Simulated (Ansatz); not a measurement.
**CH4F2Si (SMILES C[SiH](F)F): levels of theory compared**

Aim: a comparison of 6 runs (B3LYP/6-31G*, BHLYP/cc-pVDZ, HSE06/cc-pVDZ, PBE/cc-pVDZ, RPA@PBE/cc-pVDZ, CCSD/cc-pVDZ) of CH4F2Si. 

The results are computed with Ansatz 0.2.0.

61 further runs of the same task are left out: 1 that didn't finish, 60 set aside as unsound or not needed.

### 1 Starting point

CH4F2Si: 8 atoms, total charge 0, spin state singlet. SMILES: `C[SiH](F)F`. The C1–Si2 distance was set to 2.392 Å, away from the relaxed value.

Bond lengths: Si2–F3 1.591 Å, Si2–F4 1.591 Å, C1–H5 1.092 Å, C1–H6 1.093 Å, C1–H7 1.093 Å, Si2–H8 1.477 Å. Angles: F3–Si2–F4 106.8°, F3–Si2–H8 107.6°, F4–Si2–H8 107.6°, H5–C1–H6 108.3°, H5–C1–H7 108.3°, H6–C1–H7 108.2°. A long bond or contact: C1–Si2 2.392 Å.

### 2 A single-point energy at B3LYP/6-31G(d) (spherical functions) (run 1)

Input file run.yaml:

```yaml
crystal:
  periodic: [false, false, false]
  atoms:
    - symbol: C
      position_ang: [-0.602015, 1.378759, -0.281288]
    - symbol: Si
      position_ang: [0.329300, -0.775200, 0.180600]
    - symbol: F
      position_ang: [1.916300, -0.678300, 0.226700]
    - symbol: F
      position_ang: [-0.035400, -1.783900, -0.994000]
    - symbol: H
      position_ang: [-0.228315, 1.766059, -1.231988]
    - symbol: H
      position_ang: [-0.337615, 2.088059, 0.506712]
    - symbol: H
      position_ang: [-1.691715, 1.321459, -0.337988]
    - symbol: H
      position_ang: [-0.118100, -1.385700, 1.449000]
basis:
  gaussian:
    orbitals: 6-31G_st_-spherical.json
output: {orbitals: {seedname: orbitals}}
hamiltonian:
  xc: {name: B3LYP}
accuracy: high
```

The basis set 6-31G* is read from a file made from the Basis Set Exchange's data (not shown).

Started as:

```sh
$ ansatz run run.yaml --threads 1 --pin off --max-ram 3480MiB --events-out events.jsonl --progress --plain --runs-dir runs
```

What it wrote:

```text
Warning: RAYON_NUM_THREADS=1 ignored (pool sized by the plan → 1); use --threads N
Functional definition: B3LYP
  name "B3LYP"
  parameter a0 = 0.2
  parameter ax = 0.72
  parameter ac = 0.81
  exchange = (1 - a0 - ax)*slater_x + ax*b88_x + a0*exact_x
  correlation = (1 - ac)*vwn_rpa_c + ac*lyp_c
1522 factors; integrals over basis functions are off by at most 4.3e-9 eV
mean field evaluation 1: about -14409.3089 eV, gradient 5.6e1 eV
mean field evaluation 2: about -14402.2735 eV, gradient 7.8e1 eV
mean field evaluation 4: about -14415.6167 eV, gradient 2.2e0 eV
mean field evaluation 8: about -14415.7842 eV, gradient 1.4e-1 eV
mean field evaluation 16: about -14415.7843 eV, gradient 1.2e-5 eV
mean field -14415.78427962 eV, -529.7703009065 hartree, gradient 5.0e-8 eV, S^2 0.000000; 0 other end points of the search recorded, 0 dependent functions left out
reference -14415.78431694 eV, -529.7703022778 hartree; 21, 21 occupied and 47, 47 virtual orbitals, 1522 factors
Total energy: -14415.78431694 eV, -529.7703022778 hartree
```

Wall time 6 s (1 thread of Arm Neoverse V1, shared host); peak memory 0.2 GiB.

### 3 The energy at BHLYP/cc-pVDZ (run 2)

Input file in.yaml:

```yaml
crystal:
  periodic: [false, false, false]
  atoms:
    - {symbol: C, position_ang: [-0.602015, 1.378759, -0.281288]}
    - {symbol: Si, position_ang: [0.329300, -0.775200, 0.180600]}
    - {symbol: F, position_ang: [1.916300, -0.678300, 0.226700]}
    - {symbol: F, position_ang: [-0.035400, -1.783900, -0.994000]}
    - {symbol: H, position_ang: [-0.228315, 1.766059, -1.231988]}
    - {symbol: H, position_ang: [-0.337615, 2.088059, 0.506712]}
    - {symbol: H, position_ang: [-1.691715, 1.321459, -0.337988]}
    - {symbol: H, position_ang: [-0.118100, -1.385700, 1.449000]}
basis:
  gaussian:
    orbitals: cc-pVDZ
hamiltonian:
  xc: {name: BHLYP}
accuracy: high
output: {orbitals: {seedname: orbitals}}
```

Started as:

```sh
$ ansatz run in.yaml --threads 1 --pin off --max-ram 3480MiB --events-out events.jsonl --progress --plain --runs-dir runs
```

What it wrote:

```text
Warning: RAYON_NUM_THREADS=1 ignored (pool sized by the plan → 1); use --threads N
Functional definition: BHLYP
  name "BHLYP"
  parameter a = 0.5
  exchange = (1 - a)*b88_x + a*exact_x
  correlation = lyp_c
1800 factors; integrals over basis functions are off by at most 3.5e-9 eV
mean field evaluation 1: about -14407.8463 eV, gradient 4.8e1 eV
mean field evaluation 2: about -14407.5519 eV, gradient 5.0e1 eV
mean field evaluation 4: about -14412.6350 eV, gradient 1.9e0 eV
mean field evaluation 8: about -14412.9688 eV, gradient 4.0e-2 eV
mean field evaluation 16: about -14412.9689 eV, gradient 3.9e-5 eV
mean field -14412.96892623 eV, -529.6668385777 hartree, gradient 1.7e-8 eV, S^2 0.000000; 0 other end points of the search recorded, 0 dependent functions left out
reference -14412.96895165 eV, -529.6668395120 hartree; 21, 21 occupied and 59, 59 virtual orbitals, 1800 factors
Total energy: -14412.96895165 eV, -529.6668395120 hartree
```

It took 9.3 s on 1 thread of Arm Neoverse V1, shared host; peak memory 0.25 GiB.

Run 3 isn't shown in full; the table further down has it.

### 4 A single-point energy at PBE/cc-pVDZ (run 4)

Input file in.yaml:

```yaml
crystal:
  periodic: [false, false, false]
  atoms:
    - symbol: C
      position_ang: [-0.602015, 1.378759, -0.281288]
    - symbol: Si
      position_ang: [0.329300, -0.775200, 0.180600]
    - symbol: F
      position_ang: [1.916300, -0.678300, 0.226700]
    - symbol: F
      position_ang: [-0.035400, -1.783900, -0.994000]
    - symbol: H
      position_ang: [-0.228315, 1.766059, -1.231988]
    - symbol: H
      position_ang: [-0.337615, 2.088059, 0.506712]
    - symbol: H
      position_ang: [-1.691715, 1.321459, -0.337988]
    - symbol: H
      position_ang: [-0.118100, -1.385700, 1.449000]
basis:
  gaussian:
    orbitals: cc-pVDZ
hamiltonian:
  xc: {name: PBE}
accuracy: high
output:
  orbitals: {seedname: orbitals}
```

Started as:

```sh
$ ansatz run in.yaml --threads 1 --pin off --max-ram 3480MiB --events-out events.jsonl --progress --plain --runs-dir runs
```

What it wrote:

```text
Warning: RAYON_NUM_THREADS=1 ignored (pool sized by the plan → 1); use --threads N
Functional definition: PBE
  name "PBE"
  parameter kappa = 0.804
  parameter beta = 0.06672455060314922
  exchange = pbe_x(kappa = kappa, mu = beta*pi^2/3)
  correlation = pbe_c(beta = beta)
1800 factors; integrals over basis functions are off by at most 3.5e-9 eV
mean field evaluation 1: about -14395.3217 eV, gradient 6.4e1 eV
mean field evaluation 2: about -14375.4509 eV, gradient 1.0e2 eV
mean field evaluation 4: about -14404.6511 eV, gradient 4.8e0 eV
mean field evaluation 8: about -14404.6969 eV, gradient 1.8e-1 eV
mean field evaluation 16: about -14404.6970 eV, gradient 1.7e-5 eV
mean field -14404.69699366 eV, -529.3628506629 hartree, gradient 4.0e-8 eV, S^2 0.000000; 0 other end points of the search recorded, 0 dependent functions left out
reference -14404.69699696 eV, -529.3628507841 hartree; 21, 21 occupied and 59, 59 virtual orbitals, 1800 factors
Total energy: -14404.69699696 eV, -529.3628507841 hartree
```

Run time: 7.5 s. Hardware: 1 thread of Arm Neoverse V1, shared host; peak memory 0.2 GiB.

Run 5 isn't shown in full; the table further down has it.

### 5 A single-point energy at CCSD/cc-pVDZ (run 6)

Input file input.yaml:

```yaml
crystal:
  periodic: [false, false, false]
  atoms:
    - {symbol: C, position_ang: [-0.602015, 1.378759, -0.281288]}
    - {symbol: Si, position_ang: [0.329300, -0.775200, 0.180600]}
    - {symbol: F, position_ang: [1.916300, -0.678300, 0.226700]}
    - {symbol: F, position_ang: [-0.035400, -1.783900, -0.994000]}
    - {symbol: H, position_ang: [-0.228315, 1.766059, -1.231988]}
    - {symbol: H, position_ang: [-0.337615, 2.088059, 0.506712]}
    - {symbol: H, position_ang: [-1.691715, 1.321459, -0.337988]}
    - {symbol: H, position_ang: [-0.118100, -1.385700, 1.449000]}
basis:
  gaussian:
    orbitals: cc-pVDZ
correlation:
  method: ccsd
  frozen_orbitals: {C: 1, F: 1, H: 0, Si: 5}
accuracy: high
scf:
  omitted_lower_state_checks: [cluster_reference, increment]
```

Started as:

```sh
$ ansatz run input.yaml --threads 1 --pin off --max-ram 3480MiB --events-out events.jsonl --progress --plain --runs-dir runs
```

What it wrote:

```text
Warning: RAYON_NUM_THREADS=1 ignored (pool sized by the plan → 1); use --threads N
[... 11 lines left out ...]
8 core orbitals not correlated: weight in the atoms' cores, before any rotation towards them, 1.000 or more for the frozen orbitals, at most 0.000 for the correlated occupied ones
[... 22 lines left out ...]
Total energy: -14387.68940223 eV, -528.7378332058 hartree
Checks for a lower state left out: cluster_reference, increment
```

Run time: 14 s. Hardware: 1 thread of Arm Neoverse V1, shared host; peak memory 0.42 GiB.

### 6 All runs side by side

```tsv
run	level	frozen core orbitals	energy (Eh)	HOMO energy (eV)	LUMO energy (eV)	HOMO–LUMO gap (eV)	wall time
1	B3LYP/6-31G* (spherical functions)	–	-529.770302	-7.83	0.12	7.94	6 s
2	BHLYP/cc-pVDZ	–	-529.666840	-9.32	1.07	10.39	9.3 s
3	HSE06/cc-pVDZ	–	-529.384557	-7.81	-0.33	7.48	7.8 s
4	PBE/cc-pVDZ	–	-529.362851	-6.93	-0.89	6.03	7.5 s
5	RPA@PBE/cc-pVDZ	8	-529.014952	–	–	–	9.9 s
6	CCSD/cc-pVDZ	8	-528.737833	–	–	–	14 s
```

### 7 What came out

| quantity | value |
| --- | --- |
| run 6: total energy | -528.73783 Eh |
| run 6: correlation energy (8 core orbitals frozen) | -650.6 mEh |
| run 6: T1 diagnostic | 0.012 |

**Reading.** Over runs 1, 2, 3, 4 the HOMO–LUMO gap runs from 6.03 eV (PBE/cc-pVDZ) to 10.39 eV (BHLYP/cc-pVDZ). Totals of different functionals can't be ranked against each other. All runs together took 54 s, the longest 14 s.
